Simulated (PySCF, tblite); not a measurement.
**C2H4GeN radical: geometry, infrared bands and EPR parameters**

Wanted: the infrared bands and EPR parameters of C2H4GeN radical (`N#C[CH2][GeH2]`), by calculation.

Programs: tblite 0.8.0 and PySCF 2.14.0, with density-fitted response routines of our own. Each step states its level of theory. These are calculated values for one molecule in the gas phase, unless marked as measured. Atoms count from 0, in the outputs and in this text.

### 1 The molecule as given

8 atoms, charge 0, multiplicity 2; geometry from: force field or distance geometry start.

Bonds of the start (Å): N0–C1 1.17, C1–C2 1.45, C2–Ge3 1.96, C2–H4 1.10, C2–H5 1.11, Ge3–H6 1.54, Ge3–H7 1.56.

### 2 Geometry optimisation with GFN2-xTB

What the job is given:

```
{"job": {"kind": "relax", "xc": "GFN2-xTB", "basis": "xTB"}, "charge": 0, "multiplicity": 2}
N      1.877100     0.847400     1.301400
C      1.211800     0.195500     0.599900
C      0.402300    -0.646700    -0.263000
Ge    -1.373500     0.159200    -0.458500
H      0.869900    -0.716900    -1.257500
H      0.292400    -1.658400     0.169200
H     -1.237400     1.572500    -1.065900
H     -2.033500     0.257000     0.949900
```

Started as:

```
OMP_NUM_THREADS=1 python probes_run.py task.json out
```

One launch serves the whole session: the jobs run in the order shown.

**Question.** This job is followed by: GFN2-xTB harmonic vibrations, gas phase; UKS B3LYP, def2-TZVP-core on Ge, pcH-1 on C H N, non-relativistic, mean-field spin-orbit, GIAO. Predict these results of the whole session: strongest single infrared mode (GFN2-xTB); zero-point energy (GFN2-xTB); g(iso) (B3LYP); ⟨S²⟩; largest a(iso) (averaged by class); surface potential, 1st and 99th percentile.

The runs gave:

```
                                 quantity                    value
strongest single infrared mode (GFN2-xTB)    1719 cm⁻¹, 752 km/mol
             zero-point energy (GFN2-xTB)            28.9 kcal/mol
                           g(iso) (B3LYP)                  2.00935
                                     ⟨S²⟩       0.752 (exact 0.75)
       largest a(iso) (averaged by class)  73Ge on Ge3, -237.9 MHz
    surface potential, 1st and 99th percentile       -1.88 V and 1.48 V
```

What this shows: Relaxing lowered the energy by 0.191 eV in 32 steps; the close pair that moved most is C2–Ge3, from 1.960 to 2.055 Å. All 18 modes are real, so the xTB geometry is a minimum. The strongest single mode, at 1719 cm⁻¹, moves mainly H7 and H6. GFN2-xTB is a fitted tight-binding method: band positions and strengths are rough. Its intensities can rank the bands wrongly. Most of the unpaired spin sits on Ge3 (0.78 e). The isotropic g lies 7.0 ppt above the free-electron value. The hyperfine terms hold no scalar relativity, which the heavier nuclei need.
